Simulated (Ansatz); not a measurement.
# Te3Pb4Se: the cost of one run

Computed with Ansatz 0.2.0 (DFT PBE, scalar-relativistic, plane waves, PAW, unless a step's input says otherwise).

## (1) The structure to begin with

It takes space group P4/mmm (No. 123, tetragonal). Conventional cell: a = 4.489 Å, b = 4.489 Å, c = 12.698 Å, α = 90.00°, β = 90.00°, γ = 90.00°. Te (site symmetry 4/mmm) has 6 Pb at 3.17 Å as nearest neighbours. Te (site symmetry 4mm) is surrounded by 6 Pb at 3.17 Å. Around Pb (site symmetry 4mm) lie 5 Te at 3.17 Å and 1 Se at 3.17 Å. Pb (site symmetry 4/mmm) is surrounded by 6 Te at 3.17 Å. Around Pb (site symmetry 4/mmm) lie 4 Se at 3.17 Å and 2 Te at 3.17 Å. Around Se (site symmetry 4/mmm) lie 6 Pb at 3.17 Å.

As a file:

```
CELL_PARAMETERS angstrom
4.48940 0.00000 0.00000
0.00000 4.48940 0.00000
0.00000 0.00000 12.69793
ATOMIC_POSITIONS crystal
Te 0.00000 0.00000 0.00000
Te 0.50000 0.50000 0.25000
Te 0.50000 0.50000 0.75000
Pb 0.00000 0.00000 0.75000
Pb 0.50000 0.50000 0.00000
Pb 0.00000 0.00000 0.25000
Pb 0.50000 0.50000 0.50000
Se 0.00000 0.00000 0.50000
```

The start is an ordering of an alloy on its end members' structure types: elements ordered on the sites of the TePb type, Te/Se on Te (P4/mmm, No. 123).

## (2) The guess as it stands, on a coarse mesh

Input file input.yaml:

```yaml
crystal:
  lattice:
    - [4.48939545, 0.0, 0.0]
    - [0.0, 4.48939545, 0.0]
    - [0.0, 0.0, 12.69792787]
  atoms:
    - { symbol: Te, position: [0.0, 0.0, 0.0] }
    - { symbol: Te, position: [0.5, 0.5, 0.25] }
    - { symbol: Te, position: [0.5, 0.5, 0.75] }
    - { symbol: Pb, position: [0.0, 0.0, 0.75] }
    - { symbol: Pb, position: [0.5, 0.5, 0.0] }
    - { symbol: Pb, position: [0.0, 0.0, 0.25] }
    - { symbol: Pb, position: [0.5, 0.5, 0.5] }
    - { symbol: Se, position: [0.0, 0.0, 0.5] }
basis:
  ecutwfc: 420
kpoints:
  mp_grid: { grid: [4, 4, 2] }
hamiltonian:
  xc: pbe
scf:
  occupations: { method: gaussian, width: 0.1 }
  lower_state_search: "off"
output:
  forces: true
  stress: true
  eigenvalues: true
```

The run is started by

```bash
$ ansatz run input.yaml --threads 1 --pin off --max-ram 2560MiB --backend cpu --events-out ev --progress --plain --runs-dir out
```

Q: Estimate wall time and peak memory on 1 thread of Intel Xeon Platinum 8488C (Sapphire Rapids), shared host.

About 6.9 s, with a peak of 0.64 GiB.
